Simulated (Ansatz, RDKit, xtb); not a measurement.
# C5H4OS3: which of the isomers drawn lies lowest?

A sample of isomers of C5H4OS3 is drawn. Aim: find which of them has the lowest free energy at 298.15 K, then its properties. The sample is small against all isomers, and the most stable one of this formula need not be in it.

Plan: many cheap relaxations first (GFN2-xTB), then density-functional screening, relaxation at PBE-D3(BJ)/def2-SVP, vibrations (at GFN2-xTB) and a final energy. The numbers are computed, not measured.

## 1. Drawing up candidates

Isomers were taken from a list of plausible structures; this is a sample, not all of them. That gives 3 candidates.

```tsv
label	SMILES	spin
c228	O=C1C(=S)CSC=C1S	singlet
c331	O=C1C(=S)CSCC1=S	singlet
c873	O=c1c(S)cscc1S	singlet
```

Candidates are built by distance geometry, with a force field where one applies, in up to four conformers (letters a to d).

**Question.** With final energies at CCSD(T)/def2-SVP + MP2/def2-TZVPP - MP2/def2-SVP, which structure will this search put lowest in free energy, and by what margin?

| quantity | value |
| --- | --- |
| lowest structure found | O=c1c(S)cscc1S, singlet |
| next finalist | O=C1C(=S)CSC=C1S, singlet, 16.7 kcal/mol higher in G |
| share at equilibrium, among the finalists | 100.0 % |

`O=c1c(S)cscc1S` comes out lowest. The margin of 16.7 kcal/mol over the next finalist is beyond the usual error of the last level; it says nothing of structures that weren't ranked. GFN2-xTB, HF/STO-3G, r2SCAN-D4/def2-SVP, PBE-D3(BJ)/def2-SVP, HF/def2-SVP and MP2/def2-SVP already put its bonding pattern lowest among the structures in one piece. Lowest found is not proven lowest: the search is finite, and each finalist counts with one conformer. Only 3 drawn patterns were tried, so whole families of isomers are missing, and the result ranks this sample alone. The lowest isomer need not be the one that is made and kept in a bottle, which depends on barriers.
